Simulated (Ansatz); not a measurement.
# CH5NSeSi: rigid scan of one bond angle from a Python script

Aim: a rigid scan of one bond angle, for CH5NSeSi, run from a script. SMILES: N=C[SiH2][SeH].

All numbers are computed with the Python package of Ansatz 0.2.0. Level of theory: PBE/def2-SVP.

## Step 1: Starting point

Bond lengths: N1–C2 1.238 Å, C2–Si3 1.829 Å, Si3–Se4 2.189 Å, N1–H5 1.081 Å, C2–H6 1.086 Å, Si3–H7 1.524 Å, Si3–H8 1.475 Å, Se4–H9 1.563 Å. Angles: N1–C2–Si3 118.8°, N1–C2–H6 120.6°, Si3–C2–H6 120.6°, C2–N1–H5 119.6°, C2–Si3–Se4 111.3°, C2–Si3–H7 108.5°, C2–Si3–H8 109.1°, Se4–Si3–H7 109.2°, Se4–Si3–H8 112.4°, H7–Si3–H8 106.2°, Si3–Se4–H9 93.9°.

No structure file is read: the coordinates are typed or built in the script.

## Step 2: Script

Contents of bend_ch5nsesi.py:

```python
# -*- coding: utf-8 -*-
"""Bending curve of CH5NSeSi."""

import ansatz as az
from ase import Atoms

atoms = Atoms(["N", "C", "Si", "Se", "H", "H", "H", "H", "H"], positions=[
    (0.0103, 1.6205, -0.2959),
    (0.2768, 0.5391, -0.8366),
    (0.3528, -0.9674, 0.1986),
    (-1.5731, -1.3723, 1.1564),
    (-0.0971, 2.5094, -0.9025),
    (0.4911, 0.4901, -1.8998),
    (1.4136, -0.7613, 1.2734),
    (0.8178, -2.0979, -0.6271),
    (-1.6037, -0.0065, 1.9166),
])

# relax first, so that the scan starts from a minimum
first = (
    az.Crystal.molecule_from_ase(atoms).calculation()
    .basis(gaussian="def2-SVP")
    .functional("PBE")
    .relax(force_tolerance=0.02, max_steps=80)
)
atoms.positions = first.run(threads=1).report["positions_ang"]

rows = []
for angle in [90, 100, 110, 120, 135, 150, 165, 179]:
    bent = atoms.copy()
    bent.set_angle(1, 0, 4, angle, indices=[4])
    job = az.Crystal.molecule_from_ase(bent).calculation()
    job = job.basis(gaussian="def2-SVP")
    job = job.functional("PBE")
    rows.append((angle, job.run(threads=1).report["free_energy_ev"]))
floor = min(e for _, e in rows)
for angle, e in rows:
    print(f"angle C1-N0-H4 = {angle:3d} deg   {1000 * (e - floor):9.1f} meV")
```

## Step 3: Launch

Command:

```
python bend_ch5nsesi.py
```

Output:

```text
angle C1-N0-H4 =  90 deg       369.0 meV
angle C1-N0-H4 = 100 deg        90.4 meV
angle C1-N0-H4 = 110 deg         0.0 meV
angle C1-N0-H4 = 120 deg        62.5 meV
angle C1-N0-H4 = 135 deg       356.0 meV
angle C1-N0-H4 = 150 deg       755.8 meV
angle C1-N0-H4 = 165 deg      1101.5 meV
angle C1-N0-H4 = 179 deg      1252.0 meV
```

Wall time 89 s (1 thread of Arm Neoverse V2, shared host); peak memory 0.22 GiB.

Lines on the test bed's own set-up are left out of the output.

A comment line of the script is reworded here; the code is as run.

## Step 4: The relaxation of run 0, step by step

The steps of the relaxation:

```csv
step,E - E(step 1) (eV),largest force component (eV/Å)
1,0.0000,4.1598
2,-0.3217,1.2814
3,-0.4099,1.0569
4,-0.4325,0.5217
5,-0.4595,0.2675
6,-0.4639,0.1577
7,-0.4683,0.1189
8,-0.4633,0.8140
9,-0.4725,0.0647
10,-0.4743,0.1984
11,-0.4767,0.2130
12,-0.4741,0.7500
13,-0.4795,0.1319
14,-0.4819,0.3045
15,-0.4840,0.2549
16,-0.4845,0.2128
17,-0.4857,0.0621
18,-0.4866,0.0377
19,-0.4869,0.1109
20,-0.4872,0.0322
21,-0.4873,0.0426
22,-0.4874,0.0207
23,-0.4874,0.0082
```

Step 1 is the start. Steps 8, 12 were tried and not accepted.

Before: Bond lengths: N1–C2 1.238 Å, C2–Si3 1.829 Å, Si3–Se4 2.189 Å, N1–H5 1.081 Å, C2–H6 1.086 Å, Si3–H7 1.524 Å, Si3–H8 1.475 Å, Se4–H9 1.563 Å. Angles: N1–C2–Si3 118.8°, N1–C2–H6 120.6°, Si3–C2–H6 120.6°, C2–N1–H5 119.6°, C2–Si3–Se4 111.3°, C2–Si3–H7 108.5°, C2–Si3–H8 109.1°, Se4–Si3–H7 109.2°, Se4–Si3–H8 112.4°, H7–Si3–H8 106.2°, Si3–Se4–H9 93.9°.

After: Bond lengths: N1–C2 1.285 Å, C2–Si3 1.904 Å, Si3–Se4 2.307 Å, N1–H5 1.040 Å, C2–H6 1.122 Å, Si3–H7 1.501 Å, Si3–H8 1.505 Å, Se4–H9 1.486 Å. Angles: N1–C2–Si3 118.9°, N1–C2–H6 123.7°, Si3–C2–H6 117.3°, C2–N1–H5 110.5°, C2–Si3–Se4 109.5°, C2–Si3–H7 109.5°, C2–Si3–H8 110.5°, Se4–Si3–H7 112.7°, Se4–Si3–H8 103.2°, H7–Si3–H8 111.3°, Si3–Se4–H9 92.3°.

Run 0 is this relaxation; the runs after it count from 1.

## Step 5: The engine's runs

The 8 runs, in the order started:

```
run  energy from run 3 (eV)  SCF cycles  CPU time (s)
  1                  0.3690          20           2.2
  2                  0.0904          19           2.2
  3                  0.0000          19           2.1
  4                  0.0625          20           2.1
  5                  0.3560          20           2.1
  6                  0.7558          19           2.1
  7                  1.1015          19           2.2
  8                  1.2520          18           2.1
```

## Step 6: What came out

```
                   quantity                    value
              runs compared                        8
angle C1-N0-H4 (as printed)  179 deg      1252.0 meV
```

All 8 runs converged (18 to 20 cycles). Run 0: The relaxation took 20 moves; the largest shift is 0.852 Å, of atom 6 (H). So large a move can change the bonding: the results belong to the relaxed structure. The scan is rigid, and the energies are electronic, in a modest basis. The zero is the lowest point of the grid, which needn't be the minimum.
